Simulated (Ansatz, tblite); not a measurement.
# The cluster Cd₅CuI₄S₄: a ladder of methods and basis sets

An exercise on one series of results from a longer session: the logs are not shown, and one member is left open.

Computed with Ansatz 0.2.0, Gaussian basis. Level: as each input shows.

Plan: GFN1-xTB, GFN2-xTB, PBE-D4/def2-TZVP, r2SCAN-D4/def2-TZVP, PBE-QIDH/def2-TZVP, revPBE-D4/def2-TZVP, BHLYP-D4/def2-TZVP, LC-ωPBE(0.10)/def2-SVP, LC-ωPBE(0.15)/def2-SVP, LC-ωPBE(0.20)/def2-SVP, LC-ωPBE(0.30)/def2-SVP, PBE-D4/def2-SVP, PBE0-D4/def2-SVP, MP2/def2-SVP, RPA/def2-SVP.

1 further run of the same task is left out (set aside as unsound or not needed).

## The relaxed structure

The doublet was relaxed beforehand with PBE-D4/def2-SVP.

14 atoms, charge 0, spin multiplicity 2.

Bond lengths: Cu1–S7 2.230 Å, Cu1–S8 2.275 Å, Cu1–I11 2.634 Å, Cd2–S7 2.624 Å, Cd2–S9 2.682 Å, Cd2–I11 2.935 Å, Cd2–I12 2.696 Å, Cd3–S7 2.513 Å, Cd3–S10 2.650 Å, Cd3–I13 2.975 Å, Cd3–I14 2.930 Å, Cd4–S8 2.479 Å, Cd4–S10 2.636 Å, Cd4–I13 2.773 Å, Cd5–S9 2.450 Å, Cd5–S10 2.670 Å, Cd5–I14 2.774 Å, Cd6–S8 2.533 Å and more. Angles: S7–Cu1–S8 148.6°, S7–Cu1–I11 95.8°, S8–Cu1–I11 110.8°, S7–Cd2–S9 114.7°, S7–Cd2–I11 81.0°, S7–Cd2–I12 119.8°, S9–Cd2–I11 97.9°, S9–Cd2–I12 107.5°, I11–Cd2–I12 133.3°, S7–Cd3–S10 116.5°, S7–Cd3–I13 105.0°, S7–Cd3–I14 110.9°, S10–Cd3–I13 93.2°, S10–Cd3–I14 94.3°, I13–Cd3–I14 135.0°, S8–Cd4–S10 101.5°, S8–Cd4–I13 144.9°, S10–Cd4–I13 98.3° and more.

Cd, I take a core potential in the def2 sets. No spin-orbit coupling is included.

PBE0-D4/def2-TZVP was run before; its log isn't repeated, and its numbers join the tables.

The first run:

Tight binding, by tblite at 300 K electronic temperature and without a spin-polarisation term:

```python
tblite.interface.Calculator('GFN1-xTB', numbers, positions, charge=0, uhf=1).singlepoint()
```

Tight binding, by tblite at 300 K electronic temperature and without a spin-polarisation term:

```python
tblite.interface.Calculator('GFN2-xTB', numbers, positions, charge=0, uhf=1).singlepoint()
```

start.molden holds the orbitals of an earlier run on this state, given as this run's starting guess.

in.yaml

```yaml
crystal:
  periodic: [false, false, false]
  atoms:
    - {symbol: Cu, position_ang: [0.321215, -2.092064, 0.539708]}
    - {symbol: Cd, position_ang: [0.454256, -0.586992, -2.405604]}
    - {symbol: Cd, position_ang: [-1.836551, 0.728147, 0.658599]}
    - {symbol: Cd, position_ang: [-0.261937, -0.454152, 3.113798]}
    - {symbol: Cd, position_ang: [0.398113, 2.506465, -0.692536]}
    - {symbol: Cd, position_ang: [2.045420, 0.132445, 0.845365]}
    - {symbol: S, position_ang: [-1.381361, -1.342717, -0.690287]}
    - {symbol: S, position_ang: [1.647805, -1.849467, 2.372064]}
    - {symbol: S, position_ang: [2.278157, 1.113960, -1.420409]}
    - {symbol: S, position_ang: [0.242856, 1.822515, 1.884204]}
    - {symbol: I, position_ang: [1.690508, -3.082892, -1.480702]}
    - {symbol: I, position_ang: [-0.276060, 0.326362, -4.834856]}
    - {symbol: I, position_ang: [-3.026654, -0.255121, 3.201415]}
    - {symbol: I, position_ang: [-2.295787, 3.033513, -1.090760]}
basis:
  gaussian: {orbitals: def2-TZVP, fitting: {mean_field: def2-universal-jkfit}, initial_orbitals: start.molden}
magnetization: {spin_polarized: true, initial_magnetization: 1}
hamiltonian: {xc: pbe, dispersion: d4}
scf: {omitted_lower_state_checks: [starts]}
output: {forces: true, orbitals: {seedname: orbitals}}
```

Started as:

```bash
ansatz run in.yaml --threads 2 --pin off --events-out ev --progress --plain --max-ram 32768MiB --backend cuda --devices 0, --max-vram 18GiB
```

Among the steps run: PBE-D4/def2-TZVP; r2SCAN-D4/def2-TZVP; PBE-QIDH/def2-TZVP; revPBE-D4/def2-TZVP; BHLYP-D4/def2-TZVP; LC-ωPBE(0.10)/def2-SVP; LC-ωPBE(0.15)/def2-SVP; LC-ωPBE(0.20)/def2-SVP; LC-ωPBE(0.30)/def2-SVP; PBE-D4/def2-SVP; PBE0-D4/def2-SVP; MP2/def2-SVP; RPA/def2-SVP.

One of the session's tables, all rows but one given; the rest of the session is left out.

It belongs to the step «Binding energy». 

```
              level  binding an atom (eV)
        HF/def2-SVP                 1.295
    PBE-D4/def2-SVP                 2.183
   PBE-D4/def2-TZVP                 2.105
revPBE-D4/def2-TZVP                 2.004
r2SCAN-D4/def2-TZVP                     ?
   PBE0-D4/def2-SVP                 2.136
  PBE0-D4/def2-TZVP                 2.079
 BHLYP-D4/def2-TZVP                 1.914
 PBE-QIDH/def2-TZVP                 2.034
       MP2/def2-SVP                 1.879
```

Q: Estimate the row for r2SCAN-D4/def2-TZVP from the others.

As computed: binding an atom (eV): 2.137. In the column «binding an atom (eV)» it lies between PBE0-D4/def2-SVP (2.136) and PBE-D4/def2-SVP (2.183).

Caveats from the session: Free atoms were run apart at each level; binding is atoms less cluster, divided by the number of atoms, without zero-point or spin-orbit terms.
